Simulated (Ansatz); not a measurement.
# BrClFSn radical: up Jacob's ladder to CCSD(T)

The task here is to estimate one member of a computed series from the others.

Method: functionals in def2-TZVPP, the program's frozen cores in correlated methods; program: Ansatz 0.2.0, Gaussian basis.

Levels to be run: LDA (SPW92), PBE-D4, revPBE-D4, BLYP-D4, r2SCAN-D4, B97M-V, PBE0-D4, B3LYP-D4, r2SCANh-D4, r2SCAN0-D4, HSE06-D4, BHLYP-D4, CAM-B3LYP-D4, LC-ωPBE, ωB97X-V, ωB97M-V, B2PLYP, PBE-QIDH; CCSD(T)/def2-SVP; CCSD(T)/def2-TZVPP; MP2/def2-QZVPP; extrapolation to the limit; RPA on PBE.

1 further run of the same task is left out (for a known fault of the program).

## The relaxed structure

An earlier PBE0-D4 in a triple-zeta def2 set relaxation fixed the geometry. Sn takes the def2 core potential; no spin-orbit term is included.

4 atoms, charge 0, spin multiplicity 2.

Atoms are counted from 1 here; the program's logs count them from 0.

Bond lengths: F1–Sn2 1.917 Å, Sn2–Cl3 2.328 Å, Sn2–Br4 2.484 Å. Angles: F1–Sn2–Cl3 104.4°, F1–Sn2–Br4 106.2°, Cl3–Sn2–Br4 110.8°.

Geometry (Å):

```csv
atom,x (Å),y (Å),z (Å)
F1,-1.8178,0.2693,0.1081
Sn2,-0.1304,-0.6193,-0.0875
Cl3,0.9705,-0.2240,1.9257
Br4,1.0334,0.5136,-1.9665
```

Set-up of the first run:

Input file in.yaml:

```yaml
crystal:
  periodic: [false, false, false]
  atoms:
    - {symbol: F, position_ang: [-1.817838, 0.269312, 0.108095]}
    - {symbol: Sn, position_ang: [-0.130433, -0.619251, -0.087473]}
    - {symbol: Cl, position_ang: [0.970480, -0.223959, 1.925682]}
    - {symbol: Br, position_ang: [1.033391, 0.513597, -1.966504]}
basis:
  gaussian: {orbitals: def2-TZVPP}
magnetization: {spin_polarized: true, initial_magnetization: 1}
hamiltonian: {xc: lda}
output: {orbitals: {seedname: orbitals}}
```

Command:

```console
> ansatz run in.yaml --threads 4 --pin off --events-out ev --progress --plain --max-ram 10444MiB
```

Steps of the session up to this table: LDA; PBE-D4 (GGA); revPBE-D4 (GGA); BLYP-D4 (GGA); r2SCAN-D4 (meta-GGA); B97M-V (meta-GGA); PBE0-D4 (hybrid); B3LYP-D4 (hybrid); r2SCANh-D4 (hybrid); r2SCAN0-D4 (hybrid); HSE06-D4 (hybrid); BHLYP-D4 (hybrid); CAM-B3LYP-D4 (range-separated); LC-ωPBE (range-separated); ωB97X-V (range-separated); ωB97M-V (range-separated); B2PLYP (double hybrid); PBE-QIDH (double hybrid).

One of the session's tables, all rows but one given; the rest of the session is left out.

It belongs to the step «Frontier levels by functional». 

| functional | HOMO (eV) | LUMO (eV) | gap (eV) |
| --- | --- | --- | --- |
| LDA (SPW92) | -6.84 | -6.27 | 0.57 |
| PBE-D4 | -6.68 | -5.90 | 0.78 |
| revPBE-D4 | -6.63 | -5.77 | 0.86 |
| BLYP-D4 | -6.52 | -5.88 | 0.64 |
| r2SCAN-D4 | -7.10 | -5.74 | 1.37 |
| B97M-V | -6.88 | -5.94 | 0.94 |
| PBE0-D4 | -7.84 | -5.15 | 2.69 |
| B3LYP-D4 | -7.60 | -5.49 | 2.11 |
| r2SCANh-D4 | -7.52 | -5.45 | 2.08 |
| r2SCAN0-D4 | ? | ? | ? |
| HSE06-D4 | -7.46 | -5.52 | 1.94 |
| BHLYP-D4 | -8.84 | -4.41 | 4.43 |
| CAM-B3LYP-D4 | -9.06 | -4.31 | 4.75 |
| LC-ωPBE | -10.35 | -2.99 | 7.36 |
| ωB97X-V | -9.92 | -3.31 | 6.61 |
| ωB97M-V | -9.84 | -3.39 | 6.45 |

**Question.** Estimate the row for r2SCAN0-D4.

Worked estimate for «HOMO (eV)». Against the share of exact exchange, r2SCAN-D4 (0, -7.10), r2SCANh-D4 (0.1, -7.52) give a slope of -4.20 per unit share; at 0.25 the line stands at -8.15.

As computed: HOMO (eV): -8.16; LUMO (eV): -5.01; gap (eV): 3.15. In «HOMO (eV)» the line misses by +0.01.
